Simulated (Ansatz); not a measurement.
# C2H7FOSi: one species, many methods

Aim: compute C2H7FOSi with functionals from several rungs and with coupled cluster. The yardstick is the atomisation energy at the CCSD(T) limit.

Computed with Ansatz 0.2.0, Gaussian basis. Level: functionals in def2-TZVPP, the program's frozen cores in correlated methods.

Plan: PBE-D4, r2SCAN-D4, PBE0-D4, B3LYP-D4, ωB97X-V, ωB97M-V, B2PLYP; CCSD(T)/def2-TZVPP; MP2/def2-QZVPP; extrapolation to the limit.

## (1) Structure used throughout

The geometry comes from an earlier relaxation with PBE0-D4/def2-TZVP; it is a stationary point, not always the lowest conformer.

12 atoms, charge 0, spin multiplicity 1.

Atoms are counted from 1 here; the program's logs count them from 0.

Bond lengths: O1–C2 1.408 Å, O1–H6 0.962 Å, C2–C3 1.507 Å, C2–H7 1.093 Å, C2–H8 1.099 Å, C3–F4 1.406 Å, C3–Si5 1.908 Å, C3–H9 1.097 Å, Si5–H10 1.482 Å, Si5–H11 1.486 Å, Si5–H12 1.486 Å. Angles: C2–O1–H6 107.9°, O1–C2–C3 112.8°, O1–C2–H7 106.7°, O1–C2–H8 111.3°, C3–C2–H7 108.9°, C3–C2–H8 109.1°, H7–C2–H8 107.8°, C2–C3–F4 108.3°, C2–C3–Si5 114.1°, C2–C3–H9 109.1°, F4–C3–Si5 107.8°, F4–C3–H9 106.9°, Si5–C3–H9 110.4°, C3–Si5–H10 110.6°, C3–Si5–H11 108.4°, C3–Si5–H12 108.5°, H10–Si5–H11 109.3°, H10–Si5–H12 110.7° and more.

## (2) PBE-D4 (GGA)

in.yaml

```yaml
crystal:
  periodic: [false, false, false]
  atoms:
    - {symbol: O, position_ang: [-1.377731, -1.223629, -0.295173]}
    - {symbol: C, position_ang: [-0.607252, -0.836451, 0.817931]}
    - {symbol: C, position_ang: [0.117904, 0.466326, 0.601586]}
    - {symbol: F, position_ang: [-0.831347, 1.504059, 0.598263]}
    - {symbol: Si, position_ang: [1.083867, 0.556321, -1.041238]}
    - {symbol: H, position_ang: [-2.039795, -0.542826, -0.447360]}
    - {symbol: H, position_ang: [0.128609, -1.628268, 0.982395]}
    - {symbol: H, position_ang: [-1.225683, -0.758652, 1.723348]}
    - {symbol: H, position_ang: [0.787898, 0.650489, 1.450716]}
    - {symbol: H, position_ang: [0.153238, 0.653977, -2.189842]}
    - {symbol: H, position_ang: [1.953197, 1.760796, -1.009723]}
    - {symbol: H, position_ang: [1.933896, -0.657341, -1.156902]}
basis:
  gaussian: {orbitals: def2-TZVPP}
hamiltonian: {xc: pbe, dispersion: d4}
output: {forces: true, orbitals: {seedname: orbitals}}
```

Run with:

```console
> ansatz run in.yaml --threads 4 --pin off --events-out ev --progress --plain --max-ram 10444MiB
```

The runs that follow: r2SCAN-D4 (meta-GGA); PBE0-D4 (hybrid); B3LYP-D4 (hybrid); ωB97X-V (range-separated); ωB97M-V (range-separated); B2PLYP (double hybrid); CCSD(T) in def2-TZVPP; MP2 in def2-QZVPP.

**Question.** What will the summary of the whole plan be? Wanted: atomisation energy, CCSD(T)/CBS; farthest; mean size of error, hybrid; mean size of error, range-separated; gap, smallest and largest; T1 diagnostic; triples share of the correlation energy.

The runs gave:

| quantity | value |
| --- | --- |
| atomisation energy, CCSD(T)/CBS | 4287.4 kJ/mol |
| functionals within 21.4 kJ/mol (0.5 %) | r2SCAN-D4, PBE0-D4, B3LYP-D4, ωB97X-V, ωB97M-V |
| farthest | PBE-D4 (+64.0 kJ/mol) |
| mean size of error, hybrid | 14.2 kJ/mol |
| mean size of error, range-separated | 9.8 kJ/mol |
| gap, smallest and largest | 6.30 eV (PBE-D4), 13.18 eV (ωB97X-V) |
| T1 diagnostic | 0.0115 |
| triples share of the correlation energy | 3.4 % |

What this shows: PBE-D4 misses by +64.0 kJ/mol, or 5.8 kJ/mol for each of 11 bonds. Double hybrids carry the basis error of their MP2 part in triple zeta, and no dispersion term here, so their miss is partly the set-up's. The reference freezes the cores and leaves out relativity and excitations past (T), so misses under about 21.4 kJ/mol can't be ranked. Hartree-Fock recovers 72 % of the binding; the rest is correlation. Orbital gaps span 6.3 to 13.2 eV; exact exchange widens them.
